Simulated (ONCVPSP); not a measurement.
# An ONCV potential for caesium, from input to tests

Do these settings give a usable potential? It is generated, then checked for transferability, scattering, ghosts and hardness.

Program: ONCVPSP 4.0.1. Reference atom: Wu-Cohen, scalar-relativistic, spherical and spin-unpolarised. All values are calculated.

## 1. The atom and the settings

The settings as typed:

| Quantity | Value |
| --- | --- |
| element | caesium (Cs, Z = 55) |
| type | optimised norm-conserving Vanderbilt (ONCV) |
| frozen core | [Kr] 4d10 5s2 |
| valence charge | 7 |
| reference configuration | 5p6 6s1 |
| partial waves | 6s: rc 4.00 bohr, ncon 5, nbas 9, qcut 2.1 1/bohr, 1 projector; 5p: rc 3.20 bohr, ncon 3, nbas 8, qcut 5.4 1/bohr, 3 projectors, debl 0.4 Ha; d scattering state at 0.33 Ha: rc 3.25 bohr, ncon 4, nbas 7, qcut 3.4 1/bohr, 3 projectors, debl 2.8 Ha |
| local potential | polynomial inside 2.90 bohr (lpopt 5, dvloc0 6 Ha) |
| core correction | not asked for |

The outer shells as boxes (Hund's rule for the drawing; the calculation is spin-unpolarised):

```
[Kr] core
4d [↑↓][↑↓][↑↓][↑↓][↑↓]
5s [↑↓]
5p [↑↓][↑↓][↑↓]
6s [↑ ]
```

An earlier all-electron run gives the scale for the radii.

All-electron outer shells of the reference configuration (Wu-Cohen, scalar-relativistic, ld1.x):

```csv
shell,level (eV),outermost node (bohr),outermost maximum (bohr)
5p,-13.57,0.89,1.79
6s,-2.04,2.11,4.92
6p,-0.71,2.61,6.55
5d,-0.35,1.06,3.30
```

## 2. Generating the potential

Input file Cs.dat:

```
# ATOM AND REFERENCE CONFIGURATION
# atsym  z   nc   nv     iexc    psfile
  Cs 55.00   10    2  -118130      upf
#
#   n    l    f
    1    0    2.00
    2    0    2.00
    2    1    6.00
    3    0    2.00
    3    1    6.00
    3    2   10.00
    4    0    2.00
    4    1    6.00
    4    2   10.00
    5    0    2.00
    5    1    6.00
    6    0    1.00
#
# PSEUDOPOTENTIAL AND OPTIMIZATION
# lmax
    2
#
#   l,   rc,      ep,       ncon, nbas, qcut
    0    4.00    0.00    5    9    2.10
    1    3.20    0.00    3    8    5.40
    2    3.25    0.33    4    7    3.40
#
# LOCAL POTENTIAL
# lloc, lpopt,  rc(5),   dvloc0
    4    5    2.90    6.00
#
# VANDERBILT-KLEINMAN-BYLANDER PROJECTORs
# l, nproj, debl
    0    1    3.60
    1    3    0.40
    2    3    2.80
#
# MODEL CORE CHARGE
# icmod, fcfact, rcfact
    0    0.00    0.00
#
# LOG DERIVATIVE ANALYSIS
# epsh1, epsh2, depsh
   -2.00    5.00    0.02
#
# OUTPUT GRID
# rlmax, drl
    6.00    0.01
#
# TEST CONFIGURATIONS
# ncnf
    4
# nvcnf
#   n    l    f
    2
    5    1    6.00
    6    0    0.00
#
    2
    5    1    6.00
    6    0    0.50
#
    3
    5    1    6.00
    6    0    0.00
    6    1    1.00
#
    2
    5    1    5.00
    6    0    1.00
#
```

The run is started by

```console
$ oncvpsp.x < Cs.dat > Cs.out
```

Q: Predict the outcome of this session. Wanted: cutoffs for 1 and 0.1 mHa per electron, occupied waves; bound ghosts; GHOST(+) flags; largest test error; largest phase difference near zero energy, channels read; projector energies reset by the program.

As calculated:

| quantity | value |
| --- | --- |
| cutoffs for 1 and 0.1 mHa per electron, occupied waves | 3.8 Ha and 6.6 Ha |
| bound ghosts | none found |
| GHOST(+) flags | s at 163 eV, s at 240 eV |
| largest test error (AE − PS) | -85 meV, for 5p5 6s1 |
| largest phase difference near zero energy, channels read | 0.013 rad |
| projector energies reset by the program | p: -0.499, 0.250, 0.650 Ha; d: 0.050, 2.850, 5.650 Ha |

What this shows: The worst unpolarised test, 5p5 6s1, is off by 85 meV on 17.9 eV; by total energies transferability rates as fair. By its cutoff, 3.8 Ha for the looser tolerance, it is soft on the atom at that tolerance. At the looser tolerance the 5p wave is the slowest; 6s needs 1 Ha. It is free of bound ghosts as far as tested. Near zero energy the phases of the channels with partial waves agree within 0.013 rad. The program also flags highly localised states, GHOST(+) (s).
